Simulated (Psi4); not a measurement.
# BP86/6-311G(d) (density fitting) run of AlHBrF (SMILES [F][AlH][Br])

Aim: energy and forces of AlHBrF. Input form: a QCSchema input.

The calculation is run with Psi4 1.11.

2 further runs of the same task are left out: 2 set aside as unsound or not needed.

### Step 1. Starting point

AlHBrF: 4 atoms, total charge 0, spin state singlet. As SMILES, `[F][AlH][Br]`. The coordinates come from a PBE0-D4/def2-TZVP relaxation.

Bond lengths: F1–Al2 1.641 Å, Al2–Br3 2.237 Å, Al2–H4 1.563 Å. Angles: F1–Al2–Br3 117.7°, F1–Al2–H4 119.7°, Br3–Al2–H4 122.6°.

### Step 2. Energy and forces at BP86/6-311G(d) (density fitting)

The input, job.json:

```json
{
  "schema_name": "qcschema_input",
  "schema_version": 1,
  "molecule": {
    "schema_name": "qcschema_molecule",
    "schema_version": 2,
    "symbols": ["F", "Al", "Br", "H"],
    "geometry": [1.47228562, -1.5214185, 2.41903841, 0.25001077, 0.14399713, 0.10658055, -2.96044495, -1.55467768, -2.05602202, 1.34265041, 2.81814857, -0.50795838],
    "molecular_charge": 0,
    "molecular_multiplicity": 1
  },
  "driver": "gradient",
  "model": {
    "method": "bp86",
    "basis": "6-311G*"
  },
  "keywords": {
    "reference": "rks",
    "scf_type": "df"
  }
}
```

Run with:

```sh
$ psi4 --qcschema job.json -n 1 --memory 1600MB
```

What values should one expect? Wanted: total energy; dipole moment; HOMO energy; LUMO energy; HOMO–LUMO gap; largest force on an atom.

**Answer.** As computed:

At BP86/6-311G* (density fitting):

```
                quantity           value
            total energy  -2917.44887 Eh
           dipole moment          1.18 D
             HOMO energy        -7.67 eV
             LUMO energy        -2.06 eV
           HOMO–LUMO gap         5.61 eV
largest force on an atom      1.260 eV/Å
```

The largest force is 1.26 eV/Å: the shape isn't a stationary point for this species at this level.
